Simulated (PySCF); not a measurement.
Molecule: O2Ti, in a box.

```
O Ti
1.0
    11.00000    0.00000    0.00000
     0.00000   11.00000    0.00000
     0.00000    0.00000   11.00000
O Ti
2 1
Direct
  0.59105 0.56649 0.55858
  0.41131 0.44235 0.44760
  0.51960 0.43733 0.54831
```

Base run:

* Program: PySCF 2.14.0
* Functional: WC
* Potentials or basis: 6-31g* (all-electron)
* k mesh: 1 × 1 × 1
* Occupations: fixed
* Spin: no spin polarisation

Its results: gap between the frontier levels 2.14 eV.

**Question.** The run is repeated on the same cell with these changes: functional from WC to B3PW91. What comes out?

**Answer.** Gap between the frontier levels 4.03 eV.

B3PW91 gives the wider gap, since exact exchange removes part of the self-interaction.

Caveats: this is a molecule in a periodic box at the Γ point, so its band gap is the HOMO-LUMO gap; the basis of atomic orbitals isn't converged, which shifts pressures, moduli and gaps.

